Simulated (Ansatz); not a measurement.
**H5InO2SSi: how energies converge with the basis set**

An exercise on one series of results from a longer session: the logs are not shown, and one member is left open.

Computed with Ansatz 0.2.0, Gaussian basis. Level: one geometry, several basis sets.

Plan: PBE0-D4/def2-SVP; ωB97M-V/def2-SVP; PBE0-D4/def2-QZVPP; ωB97M-V/def2-QZVPP; the functionals' def2-TZVPP values are taken from earlier runs.

**The geometry**

The geometry comes from an earlier relaxation with PBE0-D4 in a triple-zeta def2 set; it is a stationary point, not always the lowest conformer. In takes the def2 core potential; no spin-orbit term is included.

SMILES `[OH][In]([SH])[O][SiH3]`, 10 atoms, charge 0, spin multiplicity 1.

Atoms are counted from 1 here; the program's logs count them from 0.

Bond lengths: O1–In2 1.964 Å, O1–H6 0.961 Å, In2–S3 2.350 Å, In2–O4 1.982 Å, S3–H7 1.346 Å, O4–Si5 1.627 Å, Si5–H8 1.488 Å, Si5–H9 1.488 Å, Si5–H10 1.498 Å. Angles: In2–O1–H6 110.9°, O1–In2–S3 126.9°, O1–In2–O4 112.7°, S3–In2–O4 120.5°, In2–S3–H7 91.4°, In2–O4–Si5 134.4°, O4–Si5–H8 110.7°, O4–Si5–H9 110.7°, O4–Si5–H10 111.0°, H8–Si5–H9 108.8°, H8–Si5–H10 107.7°, H9–Si5–H10 107.7°.

As a file:

```mol
H5InO2SSi
  3D, bonds by distance, orders not assigned

 10  9  0  0  0  0  0  0  0  0999 V2000
   -1.8027    2.1638    1.5695 O   0  0
   -0.2575    1.2373    0.7873 In  0  0
    1.9897    1.9179    0.8813 S   0  0
   -0.7644   -0.4319   -0.1545 O   0  0
    0.0611   -1.5763   -0.9650 Si  0  0
   -2.6167    1.6832    1.3934 H   0  0
    2.3804    0.8428    0.1719 H   0  0
   -0.4068   -1.6641   -2.3749 H   0  0
   -0.1093   -2.9060   -0.3192 H   0  0
    1.5263   -1.2666   -0.9899 H   0  0
  1  2  8  0
  2  3  8  0
  2  4  8  0
  4  5  8  0
  1  6  8  0
  3  7  8  0
  5  8  8  0
  5  9  8  0
  5 10  8  0
M  END
```

Set-up of the first run:

in.yaml

```yaml
crystal:
  periodic: [false, false, false]
  atoms:
    - {symbol: O, position_ang: [-1.802735, 2.163764, 1.569466]}
    - {symbol: In, position_ang: [-0.257545, 1.237264, 0.787332]}
    - {symbol: S, position_ang: [1.989654, 1.917895, 0.881344]}
    - {symbol: O, position_ang: [-0.764414, -0.431931, -0.154472]}
    - {symbol: Si, position_ang: [0.061056, -1.576267, -0.965026]}
    - {symbol: H, position_ang: [-2.616710, 1.683231, 1.393403]}
    - {symbol: H, position_ang: [2.380387, 0.842772, 0.171939]}
    - {symbol: H, position_ang: [-0.406751, -1.664086, -2.374870]}
    - {symbol: H, position_ang: [-0.109276, -2.906017, -0.319203]}
    - {symbol: H, position_ang: [1.526335, -1.266615, -0.989914]}
basis:
  gaussian: {orbitals: def2-SVP}
hamiltonian: {xc: pbe0, dispersion: d4}
output: {orbitals: {seedname: orbitals}}
```

On the command line:

```sh
ansatz run in.yaml --threads 4 --pin off --events-out ev --progress --plain --max-ram 10444MiB
```

Among the steps run: PBE0-D4 in def2-SVP; ωB97M-V in def2-SVP; PBE0-D4 in def2-QZVPP; ωB97M-V in def2-QZVPP.

One table of the session follows, with a row left open; its other results are not shown here.

It belongs to the step «Density functionals: the series». 

```
functional       basis  HOMO (eV)  LUMO (eV)
   PBE0-D4    def2-SVP          ?          ?
   PBE0-D4  def2-TZVPP      -8.04      -2.03
   PBE0-D4  def2-QZVPP      -8.06      -2.10
   ωB97M-V    def2-SVP     -10.08       0.13
   ωB97M-V  def2-TZVPP     -10.26      -0.17
   ωB97M-V  def2-QZVPP     -10.29      -0.37
```

Estimate the missing values for PBE0-D4, def2-SVP.

As computed: HOMO (eV): -7.91; LUMO (eV): -1.85. In the column «HOMO (eV)» it is the highest.
